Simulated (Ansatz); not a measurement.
# CH7BGaN (SMILES C[B](N)[GaH2]) at CCSDT(Q)/ANO-RCC-MB (sfX2C)

What is the energy difference between two shapes of CH7BGaN at CCSDT(Q)/ANO-RCC-MB (sfX2C)? 

The results are computed with Ansatz 0.2.0.

5 further runs of the same task are left out: 1 for a known fault of the program, 1 that didn't finish, 3 set aside as unsound or not needed.

### 1 The molecule

The species is CH7BGaN (11 atoms), meant as a singlet with charge 0. SMILES: `C[B](N)[GaH2]`. The coordinates come from a PBE0-D4/def2-TZVP relaxation.

Bond lengths: C1–B2 1.572 Å, B2–N3 1.393 Å, B2–Ga4 2.118 Å, C1–H5 1.096 Å, C1–H6 1.096 Å, C1–H7 1.096 Å, N3–H8 1.010 Å, N3–H9 1.006 Å, Ga4–H10 1.581 Å, Ga4–H11 1.590 Å. Some angles: C1–B2–N3 119.9°, C1–B2–Ga4 124.1°, N3–B2–Ga4 116.0°, B2–C1–H5 110.7°, B2–C1–H6 114.1°, B2–C1–H7 110.6°, B2–N3–H8 122.9°, B2–N3–H9 123.8°, B2–Ga4–H10 125.4°, B2–Ga4–H11 120.3°.

### 2 A single-point energy at CCSDT(Q)/ANO-RCC-MB (sfX2C)

input.yaml reads:

```yaml
crystal:
  periodic: [false, false, false]
  atoms:
    - {symbol: C, position_ang: [-0.483100, 1.456400, 0.267100]}
    - {symbol: B, position_ang: [-0.083400, -0.060400, 0.166600]}
    - {symbol: "N", position_ang: [-0.462800, -0.946900, 1.172100]}
    - {symbol: Ga, position_ang: [1.028200, -0.891100, -1.433900]}
    - {symbol: H, position_ang: [-1.066900, 1.762200, -0.608200]}
    - {symbol: H, position_ang: [-1.061800, 1.708500, 1.163000]}
    - {symbol: H, position_ang: [0.408900, 2.092400, 0.252200]}
    - {symbol: H, position_ang: [-0.994100, -0.662400, 1.982700]}
    - {symbol: H, position_ang: [-0.238800, -1.927900, 1.166400]}
    - {symbol: H, position_ang: [1.582500, -0.087400, -2.677800]}
    - {symbol: H, position_ang: [1.371200, -2.443300, -1.450300]}
basis:
  gaussian: {orbitals: ANO-RCC-MB.json, symmetry_tolerance_ang: 0.001}
accuracy: high
hamiltonian: {pseudopotentials: {relativity: scalar}}
correlation: {method: ccsdt_q, diis_vectors: 1}
```

The basis set ANO-RCC-MB is read from a file made from the Basis Set Exchange's data (not shown).

Launch:

```
$ ansatz run input.yaml --threads 1 --pin off --max-ram 2610MiB --events-out events.jsonl --progress --plain --runs-dir runs
```

Log (excerpt; [...] marks lines left out):

```text
Warning: RAYON_NUM_THREADS=1 ignored (pool sized by the plan → 1); use --threads N
Functional definition: HF
  name "HF"
[...]
829 factors; integrals over basis functions are off by at most 4.2e-9 eV
[...]
mean field -56142.33182760 eV, -2063.1926400249 hartree, gradient 2.2e-8 eV, S^2 0.000000; 0 other end points of the search recorded, 0 dependent functions left out
12 core orbitals not correlated: weight in the atoms' cores, before any rotation towards them, 1.000 or more for the frozen orbitals, at most 0.000 for the correlated occupied ones
reference -56142.33182760 eV, -2063.1926400249 hartree; 16, 16 occupied and 12, 12 virtual orbitals, 829 factors
second order -4.74870349 eV of doubles, -0.00000000 eV of singles
cycle   1  -5.56762971 eV  change   -8.2e-1 eV  update   1.0e-1
[...]
cycle  40  -6.20916943 eV  change   7.6e-10 eV  update   1.1e-9
perturbative correction -0.00181418 eV, -0.0000666698 hartree
Total energy: -56148.54281120 eV, -2063.4208894624 hartree
Relativity: scalar
```

Wall time 43 s (1 thread of Intel Xeon Platinum 8259CL at 2.50GHz (Skylake/Cascade Lake), shared host).

### 3 The distorted shape

input.yaml reads:

```yaml
crystal:
  periodic: [false, false, false]
  atoms:
    - {symbol: C, position_ang: [-0.549669, 1.451395, 0.376939]}
    - {symbol: B, position_ang: [-0.198340, -0.092316, 0.028617]}
    - {symbol: "N", position_ang: [-0.533362, -0.873990, 1.344308]}
    - {symbol: Ga, position_ang: [1.185715, -0.817119, -1.451384]}
    - {symbol: H, position_ang: [-0.964238, 1.780162, -0.573947]}
    - {symbol: H, position_ang: [-0.964911, 1.681487, 1.188131]}
    - {symbol: H, position_ang: [0.424617, 2.121841, 0.267069]}
    - {symbol: H, position_ang: [-0.996076, -0.510761, 2.154576]}
    - {symbol: H, position_ang: [0.057874, -1.844158, 1.220281]}
    - {symbol: H, position_ang: [1.530818, -0.052506, -2.728226]}
    - {symbol: H, position_ang: [1.283238, -2.451988, -1.412066]}
basis:
  gaussian: {orbitals: ANO-RCC-MB.json, symmetry_tolerance_ang: 0.001}
accuracy: high
hamiltonian: {pseudopotentials: {relativity: scalar}}
correlation: {method: ccsdt_q, diis_vectors: 1}
```

The basis set ANO-RCC-MB is read from a file made from the Basis Set Exchange's data (not shown).

Launch:

```
$ ansatz run input.yaml --threads 1 --pin off --max-ram 2610MiB --events-out events.jsonl --progress --plain --runs-dir runs
```

Log (excerpt; [...] marks lines left out):

```text
Warning: RAYON_NUM_THREADS=1 ignored (pool sized by the plan → 1); use --threads N
Functional definition: HF
  name "HF"
[...]
824 factors; integrals over basis functions are off by at most 4.2e-9 eV
[...]
mean field -56139.56701275 eV, -2063.0910349532 hartree, gradient 1.5e-8 eV, S^2 0.000000; 0 other end points of the search recorded, 0 dependent functions left out
12 core orbitals not correlated: weight in the atoms' cores, before any rotation towards them, 1.000 or more for the frozen orbitals, at most 0.000 for the correlated occupied ones
reference -56139.56701275 eV, -2063.0910349532 hartree; 16, 16 occupied and 12, 12 virtual orbitals, 824 factors
second order -5.02251989 eV of doubles, -0.00000000 eV of singles
cycle   1  -5.83781251 eV  change   -8.2e-1 eV  update   1.3e-1
[...]
cycle  43  -6.66092190 eV  change  -4.0e-10 eV  update   3.2e-9
perturbative correction 0.00088134 eV, 0.0000323886 hartree
Total energy: -56146.22705331 eV, -2063.3357869296 hartree
Relativity: scalar
```

It took 44 s on 1 thread of Intel Xeon Platinum 8259CL at 2.50GHz (Skylake/Cascade Lake), shared host.

### 4 Summary of results

At CCSDT(Q)/ANO-RCC-MB (sfX2C), 12 core orbitals frozen:

| quantity | value |
| --- | --- |
| first shape: total energy | -2063.42089 Eh |
| first shape: correlation energy (12 core orbitals frozen) | -228.2 mEh |
| first shape: T1 diagnostic | 0.013 |
| distorted shape: total energy | -2063.33579 Eh |
| distorted shape: correlation energy (12 core orbitals frozen) | -244.8 mEh |
| distorted shape: T1 diagnostic | 0.022 |
| energy change with the atoms displaced | 2.316 eV |

**Reading.** With the atoms displaced the energy rises by 2.32 eV (223 kJ/mol). The first shape isn't relaxed at this level, so the change isn't measured from a minimum. The minimal basis adds a large error of its own. The T1 diagnostic (distorted shape) of 0.022 is above the customary mark for such species, so a single reference may not serve.
